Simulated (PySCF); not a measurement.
# C4H12SSi: NMR shifts at several levels of theory

How much do the NMR shifts of C4H12SSi (`CC(C)CS[SiH3]`) depend on the level of theory, and what does each level cost?

Computed with PySCF 2.14.0, with density-fitted response routines of our own, on a single molecule in the gas phase. Atoms count from 0, in the outputs and in this text.

### 1 The starting structure

18 atoms, charge 0, multiplicity 1; geometry from: GFN2-xTB.

Bonds of the start (Å): C0–C1 1.52, C1–C2 1.53, C1–C3 1.53, C3–S4 1.83, S4–Si5 2.14, C0–H6 1.09, C0–H7 1.09, C0–H8 1.09, C1–H9 1.10, C2–H10 1.09, C2–H11 1.09, C2–H12 1.09, C3–H13 1.09, C3–H14 1.09, Si5–H15 1.45, Si5–H16 1.46, Si5–H17 1.46.

### 2 Relaxing the molecule at PBE0-D3(BJ)/def2-SVP

The job: settings as JSON, then the geometry in Å.

```
{"job": {"xc": "PBE0", "basis": "def2-SVP", "d3": "d3bj", "grid": 1, "kind": "geom"}, "charge": 0, "multiplicity": 1}
C     -0.517047     1.269561    -0.748016
C     -1.040522    -0.003926    -0.092529
C     -2.257186    -0.531780    -0.852746
C      0.027642    -1.091993    -0.040187
S      1.346843    -0.769393     1.190321
Si     2.898204     0.209359     0.084075
H     -1.302752     2.020228    -0.793641
H      0.313292     1.682521    -0.180229
H     -0.177548     1.066431    -1.762338
H     -1.339804     0.226085     0.935537
H     -1.975940    -0.824916    -1.862429
H     -3.023308     0.237211    -0.918132
H     -2.681812    -1.396566    -0.348363
H     -0.414795    -2.034152     0.283626
H      0.491821    -1.236311    -1.015230
H      4.137519    -0.321066     0.626007
H      2.808348     1.654307     0.267355
H      2.698285    -0.149282    -1.314256
```

What it wrote:

```text
step   0  E = -846.57439847  max force = 0.017481
step   1  E = -846.57851909  max force = 0.002832
step   2  E = -846.57870113  max force = 0.000753
step   3  E = -846.57886544  max force = 0.001710
step   4  E = -846.57899163  max force = 0.001972
step   5  E = -846.57907237  max force = 0.001292
step   6  E = -846.57912061  max force = 0.000477
step   7  E = -846.57914438  max force = 0.000427
step   8  E = -846.57916247  max force = 0.000513
step   9  E = -846.57918546  max force = 0.000449
step  10  E = -846.57919838  max force = 0.000332
optimisation converged
```

It took 1.9 min on 1 thread, shared host.

Relaxation path:

```csv
step,energy from step 0 (eV),largest force component (eV/Å)
0,0.0000,0.8989
1,-0.1121,0.1456
2,-0.1171,0.0387
3,-0.1216,0.0879
4,-0.1250,0.1014
5,-0.1272,0.0664
6,-0.1285,0.0245
7,-0.1291,0.0220
8,-0.1296,0.0264
9,-0.1303,0.0231
10,-0.1306,0.0171
```

Close pairs (by a distance rule), those that changed most:

```csv
bond,before (Å),after (Å),change (Å)
Si5–H15,1.453,1.491,+0.039
Si5–H17,1.457,1.496,+0.038
Si5–H16,1.459,1.495,+0.036
C0–H8,1.089,1.103,+0.015
C2–H10,1.088,1.103,+0.015
C3–H14,1.089,1.103,+0.014
C2–H12,1.087,1.101,+0.014
C2–H11,1.087,1.101,+0.013
```

The final coordinates are the input of the step that follows.

```csv
at the end point,value
point group (found at 0.08 Å tolerance),C1
"rotational constants (GHz, main isotopes)","4.063, 1.159, 1.038"
dipole moment (D),1.58
```

### 3 Nuclear shieldings: PBE0/cc-pVDZ

The job: settings as JSON, then the geometry in Å.

```
{"job": {"kind": "nmr", "xc": "PBE0", "basis": "cc-pVDZ", "pop": true}, "charge": 0, "multiplicity": 1}
C     -0.750854     1.432719    -0.557500
C     -1.265933     0.074741    -0.103686
C     -2.407859    -0.413903    -0.989975
C     -0.167143    -0.984646    -0.066284
S      1.186363    -0.645904     1.127272
Si     2.743289     0.050913    -0.161889
H     -1.560016     2.178779    -0.564091
H      0.042464     1.799015     0.110341
H     -0.339441     1.377799    -1.579844
H     -1.649685     0.182134     0.926982
H     -2.075492    -0.526584    -2.035497
H     -3.244877     0.300888    -0.983951
H     -2.796089    -1.388382    -0.654685
H     -0.587167    -1.952517     0.247436
H      0.259512    -1.138047    -1.072112
H      3.973227     0.089217     0.680917
H      2.492453     1.413085    -0.724562
H      2.926198    -0.894899    -1.306005
```

Level: GIAO PBE0/cc-pVDZ NMR shielding, non-relativistic, gas phase.

What it wrote:

```text
coarse grid: 15032 points
cycle   1  E = -846.8448745314  dE =  2.523e-01  |g| = 3.488e-01  |ddm| = 7.136e+00
cycle   2  E = -846.8409982298  dE =  3.876e-03  |g| = 3.766e-01  |ddm| = 1.548e+00
cycle   3  E = -846.8813937008  dE = -4.040e-02  |g| = 3.225e-02  |ddm| = 7.591e-01
cycle   4  E = -846.8815938889  dE = -2.002e-04  |g| = 2.010e-02  |ddm| = 8.403e-02
cycle   5  E = -846.8817016061  dE = -1.077e-04  |g| = 4.280e-03  |ddm| = 3.607e-02
cycle   6  E = -846.8817061026  dE = -4.496e-06  |g| = 9.702e-04  |ddm| = 8.326e-03
final grid: 132968 points
cycle   7  E = -846.8977345235  dE = -2.479e-05  |g| = 8.292e-03  |ddm| = 5.947e-02
cycle   8  E = -846.8977222145  dE =  1.231e-05  |g| = 1.067e-02  |ddm| = 3.347e-02
cycle   9  E = -846.8977531581  dE = -3.094e-05  |g| = 7.786e-04  |ddm| = 1.880e-02
cycle  10  E = -846.8977533285  dE = -1.704e-07  |g| = 1.902e-04  |ddm| = 1.522e-03
cycle  11  E = -846.8977533373  dE = -8.862e-09  |g| = 4.721e-05  |ddm| = 3.577e-04
cycle  12  E = -846.8977533379  dE = -5.914e-10  |g| = 1.220e-05  |ddm| = 9.970e-05
converged SCF energy = -846.8977533379

GIAO shielding tensors (ppm)
atom      isotropic    diamagn.    paramagn.     s11        s22        s33       span
  0 C      174.889     247.304     -72.415    162.537    170.661    191.467     28.930
  1 C      160.871     244.003     -83.132    152.061    155.592    174.959     22.898
  2 C      172.215     244.631     -72.416    156.004    163.612    197.029     41.025
  3 C      152.384     248.496     -96.112    124.226    155.819    177.105     52.879
  4 S      730.917    1059.139    -328.222    606.162    659.645    926.944    320.782
  5 Si     455.766     881.636    -425.870    408.851    440.151    518.297    109.446
  6 H       30.386      29.825       0.561     26.068     28.062     37.027     10.960
  7 H       29.467      32.566      -3.099     24.397     30.353     33.652      9.255
  8 H       31.042      32.368      -1.326     27.729     29.365     36.032      8.303
  9 H       29.743      32.096      -2.353     26.074     28.689     34.468      8.394
 10 H       30.705      29.957       0.748     27.374     28.858     35.883      8.509
 11 H       30.187      28.020       2.166     25.817     27.668     37.074     11.257
 12 H       30.364      29.040       1.324     25.976     28.214     36.901     10.925
 13 H       28.558      32.098      -3.540     21.525     29.701     34.448     12.923
 14 H       29.643      34.214      -4.571     24.309     30.687     33.934      9.625
 15 H       26.642      28.287      -1.645     22.980     23.971     32.976      9.996
 16 H       26.561      30.123      -3.562     22.177     26.036     31.470      9.293
 17 H       26.722      29.505      -2.783     23.140     24.583     32.442      9.303
```

Wall time 20 s (1 thread, shared host).

Shifts follow as δ = σ(reference) − σ, with reference shieldings (ppm) from runs at the same level and on the same kind of geometry: ¹H TMS 31.29, ¹³C TMS 196.8, ²⁹Si TMS 418.6, ³³S CS2 549. The references are single molecules in the gas phase. Atoms listed in one row are averaged.

```csv
atoms,environment,σ (ppm),δ (ppm)
C3,sp3 CH2 bonded to S,152.4,44.4
C1,sp3 CH,160.9,35.9
"C0, C2",methyl carbon,173.6,23.2
"H15, H16, H17",hydrogen on a silicon bonded to S,26.64,4.65
"H13, H14",hydrogen on an sp3 CH2 bonded to S,29.10,2.19
H9,hydrogen on an sp3 CH,29.74,1.55
"H6, H7, H8, H10, H11, H12",hydrogen on a methyl carbon,30.36,0.93
S4,"sulfur bonded to C, Si",731,-182
Si5,"silicon bonded to S, 3 H",455.8,-37.2
```

Charges from the same density, by scheme (e):

| atoms | Mulliken | IAO | Hirshfeld | ESP fit |
| --- | --- | --- | --- | --- |
| C0, C2 | -0.04 | -0.41 | -0.11 | -0.61 |
| C1 | -0.18 | -0.09 | -0.02 | 0.51 |
| C3 | -0.13 | -0.32 | -0.06 | -0.35 |
| S4 | -0.16 | -0.18 | -0.08 | -0.22 |
| Si5 | 0.21 | 0.50 | 0.27 | 0.15 |

Mayer bond orders: C0–C1 1.07, C1–C2 1.07, C1–C3 1.02, C3–S4 1.01, S4–Si5 1.12.

### 4 Nuclear shieldings: PBE0/aug-cc-pVDZ

Settings changed since step 3:

```diff
@@ -1,2 +1,2 @@
-{"job": {"kind": "nmr", "xc": "PBE0", "basis": "cc-pVDZ", "pop": true}, "charge": 0, "multiplicity": 1}
+{"job": {"kind": "nmr", "xc": "PBE0", "basis": "aug-cc-pVDZ", "pop": true}, "charge": 0, "multiplicity": 1}
 C     -0.750854     1.432719    -0.557500
```

Level: GIAO PBE0/aug-cc-pVDZ NMR shielding, non-relativistic, gas phase.

What it wrote:

```text
coarse grid: 15032 points
cycle   1  E = -846.8565858224  dE =  2.395e-01  |g| = 3.569e-01  |ddm| = 1.047e+01
cycle   2  E = -846.8500636216  dE =  6.522e-03  |g| = 3.942e-01  |ddm| = 2.007e+00
cycle   3  E = -846.8941970731  dE = -4.413e-02  |g| = 3.694e-02  |ddm| = 9.822e-01
cycle   4  E = -846.8944704410  dE = -2.734e-04  |g| = 2.235e-02  |ddm| = 1.310e-01
cycle   5  E = -846.8946039194  dE = -1.335e-04  |g| = 4.630e-03  |ddm| = 5.440e-02
cycle   6  E = -846.8946091055  dE = -5.186e-06  |g| = 1.173e-03  |ddm| = 1.452e-02
final grid: 132968 points
cycle   7  E = -846.9108103445  dE = -4.207e-05  |g| = 8.129e-03  |ddm| = 3.135e-01
cycle   8  E = -846.9107983102  dE =  1.203e-05  |g| = 1.048e-02  |ddm| = 5.262e-02
cycle   9  E = -846.9108280275  dE = -2.972e-05  |g| = 8.331e-04  |ddm| = 2.405e-02
cycle  10  E = -846.9108282245  dE = -1.969e-07  |g| = 2.365e-04  |ddm| = 2.357e-03
cycle  11  E = -846.9108282382  dE = -1.375e-08  |g| = 6.948e-05  |ddm| = 7.635e-04
cycle  12  E = -846.9108282395  dE = -1.262e-09  |g| = 1.546e-05  |ddm| = 2.528e-04
cycle  13  E = -846.9108282395  dE = -6.025e-11  |g| = 3.425e-06  |ddm| = 7.253e-05
converged SCF energy = -846.9108282395

GIAO shielding tensors (ppm)
atom      isotropic    diamagn.    paramagn.     s11        s22        s33       span
  0 C      173.817     203.186     -29.368    161.318    169.839    190.294     28.976
  1 C      158.340     191.647     -33.308    149.087    154.765    171.167     22.080
  2 C      171.996     196.333     -24.337    155.907    163.151    196.931     41.024
  3 C      150.497     227.235     -76.737    123.443    153.531    174.519     51.076
  4 S      726.560    1051.375    -324.815    606.468    656.293    916.921    310.453
  5 Si     459.564     890.543    -430.980    413.726    437.659    527.307    113.580
  6 H       30.353      25.836       4.517     26.098     27.986     36.974     10.876
  7 H       29.389      28.377       1.012     24.337     30.264     33.567      9.230
  8 H       31.100      23.830       7.270     27.737     29.459     36.104      8.367
  9 H       29.675      26.033       3.641     26.066     28.575     34.382      8.317
 10 H       30.727      25.052       5.674     27.454     28.826     35.900      8.446
 11 H       30.160      27.323       2.837     25.754     27.658     37.068     11.314
 12 H       30.360      27.626       2.735     25.985     28.203     36.892     10.907
 13 H       28.457      31.511      -3.054     21.517     29.692     34.163     12.646
 14 H       29.556      31.633      -2.078     24.203     30.666     33.798      9.594
 15 H       26.562      25.926       0.636     22.945     24.012     32.730      9.786
 16 H       26.431      28.906      -2.475     22.160     25.851     31.283      9.123
 17 H       26.597      28.013      -1.416     23.084     24.492     32.215      9.130
```

It took 43 s on 1 thread, shared host.

Key values: δ C3 44.6, C1 36.8, C0 22.2, S4 -169, H15 4.86, H13 2.39 ppm (means over like atoms).

### 5 Nuclear shieldings: PBE0/pcSseg-0

Settings changed since step 4:

```diff
@@ -1,2 +1,2 @@
-{"job": {"kind": "nmr", "xc": "PBE0", "basis": "aug-cc-pVDZ", "pop": true}, "charge": 0, "multiplicity": 1}
+{"job": {"kind": "nmr", "xc": "PBE0", "basis": "pcSseg-0", "pop": true}, "charge": 0, "multiplicity": 1}
 C     -0.750854     1.432719    -0.557500
```

Method: GIAO PBE0/pcSseg-0 NMR shielding, non-relativistic, gas phase.

What it wrote:

```text
coarse grid: 15032 points
cycle   1  E = -845.6276220950  dE =  1.505e-01  |g| = 3.085e-01  |ddm| = 3.946e+00
cycle   2  E = -845.6278693696  dE = -2.473e-04  |g| = 3.225e-01  |ddm| = 1.059e+00
cycle   3  E = -845.6585294012  dE = -3.066e-02  |g| = 1.679e-02  |ddm| = 5.236e-01
cycle   4  E = -845.6585929723  dE = -6.357e-05  |g| = 7.974e-03  |ddm| = 4.016e-02
cycle   5  E = -845.6586097165  dE = -1.674e-05  |g| = 2.110e-03  |ddm| = 1.675e-02
cycle   6  E = -845.6586109221  dE = -1.206e-06  |g| = 5.661e-04  |ddm| = 4.349e-03
final grid: 132968 points
cycle   7  E = -845.7111751387  dE = -2.718e-05  |g| = 6.170e-03  |ddm| = 2.973e-02
cycle   8  E = -845.7111699858  dE =  5.153e-06  |g| = 7.509e-03  |ddm| = 1.836e-02
cycle   9  E = -845.7111850445  dE = -1.506e-05  |g| = 4.048e-04  |ddm| = 1.185e-02
cycle  10  E = -845.7111850898  dE = -4.533e-08  |g| = 1.396e-04  |ddm| = 9.443e-04
cycle  11  E = -845.7111850946  dE = -4.817e-09  |g| = 2.381e-05  |ddm| = 1.729e-04
cycle  12  E = -845.7111850948  dE = -1.769e-10  |g| = 5.644e-06  |ddm| = 6.183e-05
converged SCF energy = -845.7111850948

GIAO shielding tensors (ppm)
atom      isotropic    diamagn.    paramagn.     s11        s22        s33       span
  0 C      169.896     246.347     -76.451    156.556    164.105    189.028     32.471
  1 C      160.999     242.086     -81.086    149.443    154.757    178.798     29.355
  2 C      167.266     244.763     -77.497    149.351    157.973    194.474     45.123
  3 C      146.978     249.437    -102.460    115.706    152.432    172.795     57.090
  4 S      775.573    1055.739    -280.166    608.090    697.393   1021.235    413.145
  5 Si     418.629     879.112    -460.483    347.825    388.104    519.957    172.131
  6 H       31.800      31.138       0.662     27.146     29.279     38.974     11.829
  7 H       31.105      28.799       2.306     25.536     32.182     35.597     10.060
  8 H       32.542      30.091       2.451     29.208     31.050     37.368      8.161
  9 H       31.358      31.697      -0.339     27.391     30.248     36.435      9.045
 10 H       32.093      29.000       3.093     28.475     30.151     37.653      9.178
 11 H       31.574      29.850       1.724     26.795     28.793     39.134     12.339
 12 H       31.700      29.543       2.157     26.839     29.360     38.901     12.062
 13 H       30.162      33.016      -2.854     22.679     31.245     36.561     13.882
 14 H       31.712      31.989      -0.277     25.967     33.161     36.007     10.040
 15 H       28.230      28.450      -0.221     23.906     25.594     35.190     11.285
 16 H       28.081      28.028       0.053     23.373     27.717     33.154      9.780
 17 H       28.397      28.595      -0.198     24.532     26.310     34.348      9.816
```

Wall time 8.8 s (1 thread, shared host).

In short: δ C3 46.5, C1 32.5, C0 24.9, S4 -260, H15 4.60, H13 1.90 ppm (means over like atoms).

### 6 Comparing the runs: NMR shifts

Shifts (ppm) of some atoms, chosen among heavy atoms and hydrogens apart, means over like atoms, with basis size and wall time:

```
             run    C3    C1    C0   H15   H13    S4    Si5  functions   time
    PBE0/cc-pVDZ  44.4  35.9  23.2  4.65  2.19  -182  -37.2        152   20 s
PBE0/aug-cc-pVDZ  44.6  36.8  22.2  4.86  2.39  -169  -42.8        254   43 s
   PBE0/pcSseg-0  46.5  32.5  24.9  4.60  1.90  -260  -70.1         86  8.8 s
```

### 7 Outcome

| quantity | value |
| --- | --- |
| point group | C1 |
| rotational constants (main isotopes) | 4.06, 1.16, 1.04 GHz |
| ¹³C shifts against TMS (PBE0/cc-pVDZ, means over atoms taken as alike) | 44.4, 35.9, 23.2 ppm |
| ¹H shifts against TMS (PBE0/cc-pVDZ, means over atoms taken as alike) | 4.65, 2.19, 1.55, 0.93 ppm |
| ³³S shifts against CS2 (PBE0/cc-pVDZ) | -182 ppm |
| ²⁹Si shifts against TMS (PBE0/cc-pVDZ) | -37.2 ppm |
| range of the shift of S4 | -260 to -169 ppm |

In words: Single values in the summary come from the first run of each kind that ended normally (PBE0/cc-pVDZ), which need not be the best level. The optimisation took 10 steps and gained 0.131 eV; among the close pairs (by a distance rule), Si5–H15 changed most, from 1.453 to 1.491 Å. No frequency check was run at this level, so the end point may be a saddle. At PBE0/cc-pVDZ: Shielding is most anisotropic at S4 (span 321 ppm, paramagnetic term -328 ppm). Across the 3 runs the shift of S4 moves most, between -260 (PBE0/pcSseg-0) and -169 ppm (PBE0/aug-cc-pVDZ). Part of that comes from the computed reference.
